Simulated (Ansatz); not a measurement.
# CsBe3Ag: the cost of one run

Program: Ansatz 0.2.0. Level of theory: DFT PBE, scalar-relativistic, plane waves, PAW. These are calculated values, not measurements.

### 1 The system as given

It takes space group P4mm (No. 99, tetragonal). The conventional cell has a = 4.081 Å, b = 4.081 Å, c = 5.498 Å, α = 90.00°, β = 90.00°, γ = 90.00°. Cs (site symmetry 4mm) is surrounded by 12 Be at 2.97 to 3.49 Å and 4 Ag at 3.29 Å. Around Be (site symmetry 2mm) lie 2 Ag at 2.39 Å. Be (site symmetry 4mm) has 1 Ag at 2.30 Å and 4 Be at 2.82 Å and 4 Cs at 2.97 Å in its first shell of neighbours. Ag (site symmetry 4mm) has 5 Be at 2.30 to 2.39 Å in its first shell of neighbours.

Structure file:

```
CELL_PARAMETERS angstrom
4.08072 0.00000 0.00000
0.00000 4.08072 0.00000
0.00000 0.00000 5.49781
ATOMIC_POSITIONS crystal
Cs 0.50000 0.50000 0.72178
Be 0.50000 0.00000 0.23775
Be 0.00000 0.50000 0.23775
Be 0.00000 0.00000 0.59229
Ag 0.00000 0.00000 0.01082
```

A structure generator made this guess: species swapped into a database cell of CeSiPt3 (P4mm, No. 99), with Cs on the Ce sites, Ag on the Si sites and Be on the Pt sites. Its size is a rough estimate.

### 2 Probe: one point on a coarse mesh

input.yaml reads:

```yaml
crystal:
  lattice:
    - [4.0807238, 0.0, 0.0]
    - [0.0, 4.0807238, 0.0]
    - [0.0, 0.0, 5.49781454]
  atoms:
    - { symbol: Cs, position: [0.5, 0.5, 0.72177708] }
    - { symbol: Be, position: [0.5, 0.0, 0.2377544] }
    - { symbol: Be, position: [0.0, 0.5, 0.2377544] }
    - { symbol: Be, position: [0.0, 0.0, 0.59229296] }
    - { symbol: Ag, position: [0.0, 0.0, 0.01082112] }
basis:
  ecutwfc: 420
kpoints:
  mp_grid: { grid: [4, 4, 4] }
hamiltonian:
  xc: pbe
scf:
  occupations: { method: gaussian, width: 0.1 }
  lower_state_search: "off"
output:
  forces: true
  stress: true
  eigenvalues: true
```

On the command line:

```console
> ansatz run input.yaml --threads 1 --pin off --max-ram 2560MiB --backend cpu --events-out ev --progress --plain --runs-dir out
```

Q: Estimate wall time and peak memory on 1 thread of Intel Xeon 6975P-C (Granite Rapids), shared host.

About 1.9 s, with a peak of 0.39 GiB.
